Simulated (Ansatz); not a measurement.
# RuSe: the cost of one run

Program: Ansatz 0.2.0. Level of theory: DFT r²SCAN, scalar-relativistic, plane waves, PAW. These are calculated values, not measurements.

1 further run of the same task is left out (set aside as unsound or not needed). Runs told in other sessions of the task aren't counted.

**1. The system as given**

Symmetry: F-43m, No. 216, cubic system. Conventional cell: a = 5.465 Å, b = 5.465 Å, c = 5.465 Å, α = 90.00°, β = 90.00°, γ = 90.00°. Ru (site symmetry -43m) is surrounded by 4 Se at 2.37 Å. Se (site symmetry -43m) has 4 Ru at 2.37 Å in its first shell of neighbours.

As a file:

```cif
data_structure
_symmetry_space_group_name_H-M 'P 1'
_symmetry_Int_Tables_number 1
_cell_length_a 3.8642
_cell_length_b 3.8642
_cell_length_c 3.8642
_cell_angle_alpha 60.000
_cell_angle_beta 60.000
_cell_angle_gamma 60.000
_cell_volume 40.80
loop_
_atom_site_label
_atom_site_type_symbol
_atom_site_fract_x
_atom_site_fract_y
_atom_site_fract_z
_atom_site_occupancy
Ru1 Ru 0.00000 0.00000 0.00000 1
Se1 Se 0.25000 0.25000 0.25000 1
```

This cell comes from an earlier session at r²SCAN: 20.401 Å³/atom at 0.00 GPa, on a 10×10×10 mesh.

The changes: atom 1 (Ru) moved 0.02 Å along x; strain e5 = +0.03, atoms carried along; all atoms moved at random (σ = 0.1 Å), cell strained at random (1 %).

**2. Atom 1 (Ru) moved 0.02 Å along x**

Input file input.yaml:

```yaml
crystal:
  lattice:
    - [0.0, 2.7324236492, 2.7324236492]
    - [2.7324236492, 0.0, 2.7324236492]
    - [2.7324236492, 2.7324236492, 0.0]
  atoms:
    - { symbol: Ru, position: [-0.0036597546, 0.0036597546, 0.0036597546] }
    - { symbol: Se, position: [0.25, 0.25, 0.25] }
basis:
  ecutwfc: 500
  ecutrho_ratio: 4
kpoints:
  mp_grid: { grid: [10, 10, 10] }
hamiltonian:
  xc: r2scan
scf:
  occupations: { method: gaussian, width: 0.05 }
output:
  forces: true
  stress: true
  eigenvalues: true
  write_density: true
  write_potential: true
  elf: true
  volumetric_format: npy
```

Command:

```
ansatz run input.yaml --threads 2 --pin off --max-ram 2662MiB --backend cpu --events-out ev --progress --plain --runs-dir out
```

Q: Estimate wall time and peak memory on 2 threads of Arm Neoverse V2, shared host.

About 15 s, with a peak of 0.57 GiB.
